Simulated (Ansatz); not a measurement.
**C3H7FZn: one species, many methods**

Aim: compute C3H7FZn with functionals from several rungs and with coupled cluster, and see how far each lands from CCSD(T) at the basis-set limit for the atomisation energy.

Computed with Ansatz 0.2.0, Gaussian basis. Level: functionals in def2-TZVPP, the program's frozen cores in correlated methods.

Levels to be run: LDA (SPW92), PBE-D4, revPBE-D4, BLYP-D4, r2SCAN-D4, B97M-V, PBE0-D4, B3LYP-D4, r2SCANh-D4, r2SCAN0-D4, HSE06-D4, BHLYP-D4, CAM-B3LYP-D4, LC-ωPBE, ωB97X-V, ωB97M-V, B2PLYP, PBE-QIDH; CCSD(T)/def2-SVP; CCSD(T)/def2-TZVPP; MP2/def2-QZVPP; extrapolation to the limit; RPA on PBE.

### 1 The relaxed structure

An earlier PBE0-D4 in a triple-zeta def2 set relaxation fixed the geometry.

SMILES `C[CH](C)[Zn][F]`, 12 atoms, charge 0, spin multiplicity 1.

Atoms are counted from 1 here; the program's logs count them from 0.

Bond lengths: C1–C2 1.525 Å, C1–H6 1.093 Å, C1–H7 1.094 Å, C1–H8 1.097 Å, C2–C3 1.525 Å, C2–Zn4 1.942 Å, C2–H9 1.096 Å, C3–H10 1.093 Å, C3–H11 1.094 Å, C3–H12 1.097 Å, Zn4–F5 1.759 Å. Angles: C2–C1–H6 112.6°, C2–C1–H7 111.9°, C2–C1–H8 110.4°, H6–C1–H7 107.5°, H6–C1–H8 107.3°, H7–C1–H8 106.8°, C1–C2–C3 111.3°, C1–C2–Zn4 112.1°, C1–C2–H9 108.2°, C3–C2–Zn4 112.1°, C3–C2–H9 108.2°, Zn4–C2–H9 104.6°, C2–C3–H10 112.6°, C2–C3–H11 111.9°, C2–C3–H12 110.4°, H10–C3–H11 107.5°, H10–C3–H12 107.3°, H11–C3–H12 106.8° and more.

### 2 LDA

This LDA is Slater exchange with PW92 correlation.

File in.yaml:

```yaml
crystal:
  periodic: [false, false, false]
  atoms:
    - {symbol: C, position_ang: [-1.227282, -0.472432, 0.451250]}
    - {symbol: C, position_ang: [0.074977, 0.304768, 0.287858]}
    - {symbol: C, position_ang: [1.249976, -0.633043, 0.030051]}
    - {symbol: Zn, position_ang: [-0.066183, 1.687135, -1.068642]}
    - {symbol: F, position_ang: [-0.193714, 2.941278, -2.294907]}
    - {symbol: H, position_ang: [-2.072613, 0.172743, 0.702478]}
    - {symbol: H, position_ang: [-1.491206, -1.021883, -0.456933]}
    - {symbol: H, position_ang: [-1.131391, -1.213701, 1.254768]}
    - {symbol: H, position_ang: [0.268689, 0.849576, 1.219427]}
    - {symbol: H, position_ang: [2.204796, -0.104586, -0.024732]}
    - {symbol: H, position_ang: [1.129121, -1.191733, -0.902476]}
    - {symbol: H, position_ang: [1.331629, -1.373422, 0.835959]}
basis:
  gaussian: {orbitals: def2-TZVPP}
hamiltonian: {xc: lda}
output: {orbitals: {seedname: orbitals}}
```

On the command line:

```console
$ ansatz run in.yaml --threads 8 --pin off --events-out ev --progress --plain --max-ram 18278MiB
```

Further steps of the session: PBE-D4 (GGA); revPBE-D4 (GGA); BLYP-D4 (GGA); r2SCAN-D4 (meta-GGA); B97M-V (meta-GGA); PBE0-D4 (hybrid); B3LYP-D4 (hybrid); r2SCANh-D4 (hybrid); r2SCAN0-D4 (hybrid); HSE06-D4 (hybrid); BHLYP-D4 (hybrid); CAM-B3LYP-D4 (range-separated); LC-ωPBE (range-separated); ωB97X-V (range-separated); ωB97M-V (range-separated); B2PLYP (double hybrid); PBE-QIDH (double hybrid); CCSD(T) in def2-SVP; CCSD(T) in def2-TZVPP; MP2 in def2-QZVPP; RPA on PBE orbitals.

**Question.** What will the summary of the whole plan be? Wanted: atomisation energy, CCSD(T)/CBS; farthest beyond LDA; mean size of error, GGA; mean size of error, meta-GGA; mean size of error, hybrid; mean size of error, range-separated; mean size of error, double hybrid; gap, smallest and largest; T1 diagnostic.

The runs gave:

| quantity | value |
| --- | --- |
| atomisation energy, CCSD(T)/CBS | 45.045 eV |
| functionals within 0.225 eV (0.5 %) | r2SCAN-D4, B97M-V, PBE0-D4, B3LYP-D4, r2SCANh-D4, HSE06-D4, CAM-B3LYP-D4, ωB97X-V, ωB97M-V, PBE-QIDH |
| farthest beyond LDA | BHLYP-D4 (-1.339 eV) |
| mean size of error, GGA | 0.482 eV |
| mean size of error, meta-GGA | 0.161 eV |
| mean size of error, hybrid | 0.376 eV |
| mean size of error, range-separated | 0.129 eV |
| mean size of error, double hybrid | 0.285 eV |
| gap, smallest and largest | 5.16 eV (BLYP-D4), 11.88 eV (LC-ωPBE) |
| T1 diagnostic | 0.0143 |
| triples share of the correlation energy | 3.3 % |

**Reading.** LDA overbinds by 6.259 eV (14 %). PBE-D4 misses by +0.776 eV. Double hybrids carry the basis error of their MP2 part in triple zeta, and no dispersion term here, so their miss is partly the set-up's. The rungs range-separated, meta-GGA miss on average by less than the doubt on the reference (0.225 eV), so they tie. The reference freezes the cores and leaves out relativity and excitations past (T), so misses under about 0.225 eV can't be ranked. Hartree-Fock recovers 74 % of the binding; the rest is correlation. CCSD(T) in def2-SVP is off by -1.970 eV, so the small basis spoils what the method gains. Orbital gaps span 5.2 to 11.9 eV; exact exchange widens them. For Zn the d shell is correlated and the shells below it are frozen.
